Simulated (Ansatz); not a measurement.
# AlH6NOSi: small, medium and large basis sets

The task here is to estimate one member of a computed series from the others.

Computed with Ansatz 0.2.0, Gaussian basis. Level: one geometry, several basis sets.

Levels to be run: PBE0-D4/def2-SVP; ωB97M-V/def2-SVP; PBE0-D4/def2-QZVPP; ωB97M-V/def2-QZVPP; the functionals' def2-TZVPP values are taken from earlier runs.

### The geometry

An earlier PBE0-D4 in a triple-zeta def2 set relaxation fixed the geometry.

10 atoms, charge 0, spin multiplicity 1.

Atoms are counted from 1 here; the program's logs count them from 0.

Bond lengths: N1–Si2 1.738 Å, N1–H5 1.008 Å, N1–H6 1.008 Å, Si2–Al3 2.475 Å, Si2–H7 1.494 Å, Si2–H8 1.494 Å, Al3–O4 1.704 Å, Al3–H9 1.587 Å, O4–H10 0.956 Å. Angles: Si2–N1–H5 119.0°, Si2–N1–H6 119.2°, H5–N1–H6 110.4°, N1–Si2–Al3 116.7°, N1–Si2–H7 106.5°, N1–Si2–H8 106.9°, Al3–Si2–H7 109.7°, Al3–Si2–H8 109.7°, H7–Si2–H8 106.9°, Si2–Al3–O4 118.7°, Si2–Al3–H9 127.0°, O4–Al3–H9 114.2°, Al3–O4–H10 122.2°.

Geometry (Å):

```mol
AlH6NOSi
  3D, bonds by distance, orders not assigned

 10  9  0  0  0  0  0  0  0  0999 V2000
   -1.5412    0.8213   -0.6422 N   0  0
   -0.8634   -0.6918   -0.1200 Si  0  0
    1.5027   -0.6591    0.6051 Al  0  0
    2.3594    0.8128    0.5391 O   0  0
   -1.2465    1.2108   -1.5237 H   0  0
   -1.6869    1.5541    0.0340 H   0  0
   -1.0273   -1.6459   -1.2576 H   0  0
   -1.7249   -1.1917    0.9932 H   0  0
    2.3542   -1.8852    1.1443 H   0  0
    1.9571    1.6233    0.2308 H   0  0
  1  2  8  0
  2  3  8  0
  3  4  8  0
  1  5  8  0
  1  6  8  0
  2  7  8  0
  2  8  8  0
  3  9  8  0
  4 10  8  0
M  END
```

The first run:

Input file in.yaml:

```yaml
crystal:
  periodic: [false, false, false]
  atoms:
    - {symbol: N, position_ang: [-1.541222, 0.821342, -0.642244]}
    - {symbol: Si, position_ang: [-0.863411, -0.691778, -0.120012]}
    - {symbol: Al, position_ang: [1.502724, -0.659106, 0.605098]}
    - {symbol: O, position_ang: [2.359441, 0.812813, 0.539091]}
    - {symbol: H, position_ang: [-1.246478, 1.210759, -1.523679]}
    - {symbol: H, position_ang: [-1.686948, 1.554097, 0.034027]}
    - {symbol: H, position_ang: [-1.027281, -1.645858, -1.257551]}
    - {symbol: H, position_ang: [-1.724907, -1.191676, 0.993219]}
    - {symbol: H, position_ang: [2.354196, -1.885224, 1.144283]}
    - {symbol: H, position_ang: [1.957087, 1.623331, 0.230768]}
basis:
  gaussian: {orbitals: def2-SVP}
hamiltonian: {xc: pbe0, dispersion: d4}
output: {orbitals: {seedname: orbitals}}
```

The run is started by

```
$ ansatz run in.yaml --threads 2 --pin off --events-out ev --progress --plain --max-ram 4352MiB
```

Steps of the session up to this table: PBE0-D4 in def2-SVP; ωB97M-V in def2-SVP; PBE0-D4 in def2-QZVPP; ωB97M-V in def2-QZVPP.

One of the session's tables, all rows but one given; the rest of the session is left out.

It belongs to the step «Density functionals: the series». 

```
functional       basis  HOMO (eV)
   PBE0-D4    def2-SVP      -6.33
   PBE0-D4  def2-TZVPP          ?
   PBE0-D4  def2-QZVPP      -6.56
   ωB97M-V    def2-SVP      -8.37
   ωB97M-V  def2-TZVPP      -8.57
   ωB97M-V  def2-QZVPP      -8.61
```

Estimate the missing values for PBE0-D4, def2-TZVPP.

The run gave: HOMO (eV): -6.51. In the column «HOMO (eV)» it lies between PBE0-D4, def2-QZVPP (-6.56) and PBE0-D4, def2-SVP (-6.33).
